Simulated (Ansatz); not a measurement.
**MnHg: energy and pressure over a range of volumes**

The task here is to estimate one member of a computed series from the others.

Computed with Ansatz 0.2.0 (DFT PBE, scalar-relativistic, unless a step's input says otherwise).

**Starting point**

The structure is cubic, space group Pm-3m (No. 221). The conventional cell has a = 3.315 Å, b = 3.315 Å, c = 3.315 Å, α = 90.00°, β = 90.00°, γ = 90.00°. Mn (site symmetry m-3m) has 8 Hg at 2.87 Å as nearest neighbours. Hg (site symmetry m-3m) is surrounded by 8 Mn at 2.87 Å.

As a file:

```
CELL_PARAMETERS angstrom
3.31500 0.00000 0.00000
0.00000 3.31500 0.00000
0.00000 0.00000 3.31500
ATOMIC_POSITIONS crystal
Mn 0.50000 0.50000 0.50000
Hg 0.00000 0.00000 0.00000
```

Structure: COD 1522376, as refined from experiment and not relaxed.

Atoms are numbered in the order of the input: Mn1, Hg2.

Set-up of the first run:

The input, input.yaml:

```yaml
crystal:
  lattice:
    - [3.2479036157, 0.0, 0.0]
    - [0.0, 3.2479036157, 0.0]
    - [0.0, 0.0, 3.2479036157]
  atoms:
    - { symbol: Mn, position: [0.5, 0.5, 0.5], spin: 4.0 }
    - { symbol: Hg, position: [0.0, 0.0, 0.0] }
magnetization:
  spin_polarized: true
kpoints:
  mp_grid: { grid: [10, 10, 10] }
scf:
  occupations: { method: fermi_dirac, width: 0.08 }
hamiltonian:
  xc: pbe
  pseudopotentials: { kind: all_electron, lapw: { basis_error: 0.00025 } }
output:
  forces: true
  stress: true
  eigenvalues: true
```

Launch:

```
$ ansatz run input.yaml --threads 1 --pin off --max-ram 3072MiB --backend cpu --events-out ev --progress --plain --runs-dir out
```

Steps of the session up to this table: Volume × 0.9405, LAPW; Volume × 0.9405, PAW; Volume × 0.9405, crystal datasets; Volume × 0.97, LAPW; Volume × 0.97, PAW; Volume × 1.03, LAPW; Volume × 1.03, PAW; Volume × 1.06, LAPW; Volume × 1.06, PAW; Volume × 1.06, crystal datasets.

One of the session's tables, all rows but one given; the rest of the session is left out.

It belongs to the step «The equation of state». 

```
          method  volume (Å³/atom)  moment Mn1 (μB)  moment Hg2 (μB)
            LAPW            17.131                ?                ?
            LAPW            17.668             3.85            -0.05
            LAPW            18.215             3.92            -0.05
            LAPW            18.761             3.99            -0.05
            LAPW            19.308             4.05            -0.05
             PAW            17.131             3.73            -0.02
             PAW            17.668             3.79            -0.02
             PAW            18.215             3.87            -0.03
             PAW            18.761             3.93            -0.03
             PAW            19.308             3.99            -0.03
crystal datasets            17.131             3.73            -0.02
crystal datasets            18.215             3.87            -0.03
crystal datasets            19.308             3.99            -0.03
```

Estimate the missing values for LAPW, 17.131.

The run gave: moment Mn1 (μB): 3.79; moment Hg2 (μB): -0.05.

Caveats from the session: Warnings in the runs' records: gradients without spin orbit, crystal datasets made.
